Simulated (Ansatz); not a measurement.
**BHF2 + SiH3Cl: a complex and its separated parts**

The complex below is one end of an elementary step. How strongly is it bound against its free parts?

Program: Ansatz 0.2.0, Gaussian basis. Level of theory: PBE0-D4/def2-TZVP structures, single points in def2-TZVPP, no counterpoise correction. These are calculated values, not measurements.

Levels: SPW92, PBE-D4, BLYP-D4, r2SCAN-D4, B97M-V, PBE0-D4, B3LYP-D4, r2SCAN0-D4, BHLYP-D4, CAM-B3LYP-D4, wB97X-V, wB97M-V, B2PLYP, PBE-QIDH, RPA on PBE, Hartree-Fock, MP2, CCSD, CCSD(T).

Correlated methods freeze the cores. B3LYP uses VWN-RPA correlation. B2PLYP carries no dispersion term here.

96 further runs of the same task are left out: 2 that didn't finish, 94 set aside as unsound or not needed.

### Step 1. Where the work starts

The complex: 9 atoms, charge 0, spin multiplicity 1.

Atoms are counted from 1 here; the program's logs count them from 0.

Bond lengths: B1–F3 1.319 Å, B1–F4 1.313 Å, B1–H6 1.190 Å, Cl2–Si5 2.065 Å, Si5–H7 1.480 Å, Si5–H8 1.479 Å, Si5–H9 1.479 Å. Angles: F3–B1–F4 117.7°, F3–B1–H6 120.9°, F4–B1–H6 121.3°, Cl2–Si5–H7 107.4°, Cl2–Si5–H8 108.3°, Cl2–Si5–H9 108.3°, H7–Si5–H8 110.8°, H7–Si5–H9 110.8°, H8–Si5–H9 111.2°.

Geometry (Å):

```xyz
9
charge 0, multiplicity 1
B    -2.12758    0.09327   -0.10404
Cl    0.66943    1.44298   -0.56933
F    -1.50746   -0.86956    0.55006
F    -2.36865   -0.09296   -1.38164
Si    1.77193   -0.15004    0.14409
H    -2.50445    1.07096    0.46034
H     3.20184    0.17860   -0.05335
H     1.46643   -0.31832    1.58119
H     1.39851   -1.35493   -0.62730
```

Its parts: BHF2 holds atoms 1, 3, 4, 6; SiH3Cl holds atoms 2, 5, 7, 8, 9. Each part counts its atoms afresh in its own runs.

### Step 2. Relaxing BHF2 alone

The input, relax-a/in.yaml:

```yaml
crystal:
  periodic: [false, false, false]
  atoms:
    - {symbol: B, position_ang: [-2.127580, 0.093265, -0.104039]}
    - {symbol: F, position_ang: [-1.507457, -0.869558, 0.550056]}
    - {symbol: F, position_ang: [-2.368655, -0.092961, -1.381641]}
    - {symbol: H, position_ang: [-2.504447, 1.070963, 0.460337]}
basis:
  gaussian: {orbitals: def2-TZVP}
hamiltonian: {xc: pbe0, dispersion: d4}
relax: {f_tol: 0.005, max_steps: 200}
```

On the command line:

```sh
$ ansatz run in.yaml --threads 4 --pin off --events-out ev --progress --plain --max-ram 9574MiB
```

Further steps of the session: Relaxing SiH3Cl alone; SPW92/def2-TZVPP; PBE-D4/def2-TZVPP; BLYP-D4/def2-TZVPP; r2SCAN-D4/def2-TZVPP; B97M-V/def2-TZVPP; PBE0-D4/def2-TZVPP; B3LYP-D4/def2-TZVPP; r2SCAN0-D4/def2-TZVPP; BHLYP-D4/def2-TZVPP; CAM-B3LYP-D4/def2-TZVPP; wB97X-V/def2-TZVPP; wB97M-V/def2-TZVPP; B2PLYP/def2-TZVPP; PBE-QIDH/def2-TZVPP; RPA on PBE/def2-TZVPP; CCSD(T)/def2-TZVPP; MP2/def2-QZVPP; Vibrations of BHF2; Vibrations of SiH3Cl.

Before running it: what results should come out? Wanted: complex less parts, CCSD(T)/def2-TZVPP; with zero-point energy; largest T1 diagnostic.

The runs gave:

| quantity | value |
| --- | --- |
| complex less parts, CCSD(T)/def2-TZVPP | -0.103 eV |
| with zero-point energy | -0.078 eV |
| largest T1 diagnostic | 0.013 |

What this shows: At CCSD(T) the complex lies 0.103 eV below its parts. Among the functionals B97M-V lands nearest to CCSD(T) (-0.011 eV) and SPW92 farthest (-0.073 eV). Mean unsigned error by rung: LDA 0.073, GGA 0.020, meta-GGA 0.017, hybrid 0.021, range-separated hybrid 0.021, double hybrid 0.034 eV. PBE-D4 gives a relative energy 0.022 eV too low, an error of 21 % of the reference. No counterpoise was applied, and triple zeta lacks some correlation, so the CCSD(T) reference has a basis error of its own, and close matches with it are partly luck.
